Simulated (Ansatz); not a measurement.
# C₃H₉BO: how energies converge with the basis set

One table from this session's results is given with a row withheld; the runs are named, their logs left out.

Program: Ansatz 0.2.0, Gaussian basis. Level of theory: one geometry, several basis sets. These are calculated values, not measurements.

The runs, in order: PBE0-D4/def2-SVP; ωB97M-V/def2-SVP; PBE0-D4/def2-QZVPP; ωB97M-V/def2-QZVPP; the functionals' def2-TZVPP values are taken from earlier runs.

**The geometry**

An earlier PBE0-D4 in a triple-zeta def2 set relaxation fixed the geometry.

SMILES `CBOCC`, 14 atoms, charge 0, spin multiplicity 1.

Atoms are counted from 1 here; the program's logs count them from 0.

Bond lengths: C1–B2 1.561 Å, C1–H6 1.096 Å, C1–H7 1.096 Å, C1–H8 1.091 Å, B2–O3 1.347 Å, B2–H9 1.208 Å, O3–C4 1.418 Å, C4–C5 1.509 Å, C4–H10 1.096 Å, C4–H11 1.094 Å, C5–H12 1.093 Å, C5–H13 1.092 Å, C5–H14 1.092 Å. Angles: B2–C1–H6 110.2°, B2–C1–H7 110.2°, B2–C1–H8 113.4°, H6–C1–H7 105.4°, H6–C1–H8 108.7°, H7–C1–H8 108.7°, C1–B2–O3 119.7°, C1–B2–H9 121.9°, O3–B2–H9 118.4°, B2–O3–C4 122.3°, O3–C4–C5 110.3°, O3–C4–H10 109.7°, O3–C4–H11 107.2°, C5–C4–H10 111.0°, C5–C4–H11 110.5°, H10–C4–H11 108.1°, C4–C5–H12 110.2°, C4–C5–H13 110.6° and more.

Coordinates:

```xyz
14
charge 0, multiplicity 1
C    -1.7315   -1.1331    1.4775
B    -0.3641   -0.8471    0.7814
O    -0.3382   -0.1897   -0.3944
C     0.8736    0.1142   -1.0657
C     1.0963    1.6066   -1.0965
H    -1.7428   -0.6972    2.4828
H    -1.8611   -2.2109    1.6269
H    -2.5891   -0.7514    0.9206
H     0.6852   -1.1998    1.2659
H     1.7074   -0.3964   -0.5712
H     0.7875   -0.2810   -2.0821
H     1.9996    1.8424   -1.6642
H     0.2510    2.1122   -1.5673
H     1.2133    2.0020   -0.0850
```

Set-up of the first run:

The input, in.yaml:

```yaml
crystal:
  periodic: [false, false, false]
  atoms:
    - {symbol: C, position_ang: [-1.731485, -1.133069, 1.477503]}
    - {symbol: B, position_ang: [-0.364118, -0.847104, 0.781420]}
    - {symbol: O, position_ang: [-0.338185, -0.189727, -0.394416]}
    - {symbol: C, position_ang: [0.873618, 0.114187, -1.065655]}
    - {symbol: C, position_ang: [1.096269, 1.606567, -1.096484]}
    - {symbol: H, position_ang: [-1.742794, -0.697204, 2.482797]}
    - {symbol: H, position_ang: [-1.861121, -2.210864, 1.626863]}
    - {symbol: H, position_ang: [-2.589096, -0.751399, 0.920642]}
    - {symbol: H, position_ang: [0.685239, -1.199823, 1.265912]}
    - {symbol: H, position_ang: [1.707404, -0.396394, -0.571229]}
    - {symbol: H, position_ang: [0.787516, -0.281030, -2.082053]}
    - {symbol: H, position_ang: [1.999556, 1.842419, -1.664158]}
    - {symbol: H, position_ang: [0.251049, 2.112216, -1.567329]}
    - {symbol: H, position_ang: [1.213348, 2.002024, -0.085013]}
basis:
  gaussian: {orbitals: def2-SVP}
hamiltonian: {xc: pbe0, dispersion: d4}
output: {orbitals: {seedname: orbitals}}
```

Steps of the session up to this table: PBE0-D4 in def2-SVP; ωB97M-V in def2-SVP; PBE0-D4 in def2-QZVPP; ωB97M-V in def2-QZVPP.

One table of the session follows, with a row left open; its other results are not shown here.

It belongs to the step «Density functionals: the series». 

```
functional       basis  HOMO (eV)  LUMO (eV)
   PBE0-D4    def2-SVP          ?          ?
   PBE0-D4  def2-TZVPP      -8.31       0.26
   PBE0-D4  def2-QZVPP      -8.33       0.17
   ωB97M-V    def2-SVP     -10.56       2.55
   ωB97M-V  def2-TZVPP     -10.67       2.07
   ωB97M-V  def2-QZVPP     -10.68       1.69
```

**Question.** Estimate the row for PBE0-D4, def2-SVP.

The run gave: HOMO (eV): -8.23; LUMO (eV): 0.49. In the column «HOMO (eV)» it is the highest.
